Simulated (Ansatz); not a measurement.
# B₃H₃F₂: up Jacob's ladder to CCSD(T)

How much do the methods differ for B₃H₃F₂? The plan is to run it at one geometry with functionals of several rungs and with coupled cluster, and see how far each lands from CCSD(T) at the basis-set limit for the atomisation energy.

Computed with Ansatz 0.2.0, Gaussian basis. Level: functionals in def2-TZVPP, the program's frozen cores in correlated methods.

Levels to be run: LDA (SPW92), PBE-D4, revPBE-D4, BLYP-D4, r2SCAN-D4, B97M-V, PBE0-D4, B3LYP-D4, r2SCANh-D4, r2SCAN0-D4, HSE06-D4, BHLYP-D4, CAM-B3LYP-D4, LC-ωPBE, ωB97X-V, ωB97M-V, B2PLYP, PBE-QIDH; CCSD(T)/def2-SVP; CCSD(T)/def2-TZVPP; MP2/def2-QZVPP; extrapolation to the limit; RPA on PBE.

### 1 Structure used throughout

The geometry comes from an earlier relaxation with PBE0-D4 in a triple-zeta def2 set; it is a stationary point, not always the lowest conformer.

SMILES `BB(F)BF`, 8 atoms, charge 0, spin multiplicity 1.

Atoms are counted from 1 here; the program's logs count them from 0.

Bond lengths: B1–B2 1.673 Å, B1–H6 1.199 Å, B1–H7 1.198 Å, B2–F3 1.339 Å, B2–B4 1.727 Å, B4–F5 1.326 Å, B4–H8 1.206 Å. Angles: B2–B1–H6 121.2°, B2–B1–H7 122.1°, H6–B1–H7 116.3°, B1–B2–F3 122.2°, B1–B2–B4 120.8°, F3–B2–B4 116.9°, B2–B4–F5 120.5°, B2–B4–H8 123.6°, F5–B4–H8 115.9°.

### 2 LDA

This LDA is Slater exchange with PW92 correlation.

Input file in.yaml:

```yaml
crystal:
  periodic: [false, false, false]
  atoms:
    - {symbol: B, position_ang: [-0.179088, 1.365801, 0.577168]}
    - {symbol: B, position_ang: [0.566449, -0.106012, 0.299911]}
    - {symbol: F, position_ang: [1.727513, -0.439101, 0.878785]}
    - {symbol: B, position_ang: [-0.161188, -1.286789, -0.728289]}
    - {symbol: F, position_ang: [-0.064198, -1.181324, -2.046041]}
    - {symbol: H, position_ang: [0.031740, 2.312149, -0.127613]}
    - {symbol: H, position_ang: [-1.029284, 1.502565, 1.410698]}
    - {symbol: H, position_ang: [-0.799844, -2.224389, -0.320318]}
basis:
  gaussian: {orbitals: def2-TZVPP}
hamiltonian: {xc: lda}
output: {orbitals: {seedname: orbitals}}
```

Command:

```console
$ ansatz run in.yaml --threads 2 --pin off --events-out ev --progress --plain --max-ram 4352MiB
```

After this run come: PBE-D4 (GGA); revPBE-D4 (GGA); BLYP-D4 (GGA); r2SCAN-D4 (meta-GGA); B97M-V (meta-GGA); PBE0-D4 (hybrid); B3LYP-D4 (hybrid); r2SCANh-D4 (hybrid); r2SCAN0-D4 (hybrid); HSE06-D4 (hybrid); BHLYP-D4 (hybrid); CAM-B3LYP-D4 (range-separated); LC-ωPBE (range-separated); ωB97X-V (range-separated); ωB97M-V (range-separated); B2PLYP (double hybrid); PBE-QIDH (double hybrid); CCSD(T) in def2-SVP; CCSD(T) in def2-TZVPP; MP2 in def2-QZVPP; RPA on PBE orbitals.

**Question.** What will the summary of the whole plan be? Wanted: atomisation energy, CCSD(T)/CBS; farthest beyond LDA; mean size of error, GGA; mean size of error, meta-GGA; mean size of error, hybrid; mean size of error, range-separated; mean size of error, double hybrid; gap, smallest and largest; T1 diagnostic.

**Answer**, as computed:

| quantity | value |
| --- | --- |
| atomisation energy, CCSD(T)/CBS | 3033.9 kJ/mol |
| functionals within 15.2 kJ/mol (0.5 %) | revPBE-D4, r2SCAN0-D4 |
| farthest beyond LDA | PBE-D4 (+102.9 kJ/mol) |
| mean size of error, GGA | 53.8 kJ/mol |
| mean size of error, meta-GGA | 59.2 kJ/mol |
| mean size of error, hybrid | 36.3 kJ/mol |
| mean size of error, range-separated | 49.9 kJ/mol |
| mean size of error, double hybrid | 20.4 kJ/mol |
| gap, smallest and largest | 2.41 eV (LDA (SPW92)), 10.04 eV (LC-ωPBE) |
| T1 diagnostic | 0.0145 |
| triples share of the correlation energy | 3.0 % |

What this shows: The LDA atomisation energy is off by 465.2 kJ/mol (15 %): it overbinds. PBE-D4 is off by +102.9 kJ/mol. Double hybrids carry the basis error of their MP2 part in triple zeta, and no dispersion term here, so their miss is partly the set-up's. By mean error the best rung here is double hybrid (20.4 kJ/mol) and the worst beyond LDA is meta-GGA (59.2 kJ/mol). Misses under about 15.2 kJ/mol are within the doubt on the reference itself, which lacks core-valence correlation, relativity and higher excitations. Hartree-Fock recovers 80 % of the binding; the rest is correlation. CCSD(T) in def2-SVP is off by -104.6 kJ/mol, more than most functionals: a good method in a small basis is no reference. Orbital gaps span 2.4 to 10.0 eV; exact exchange widens them.
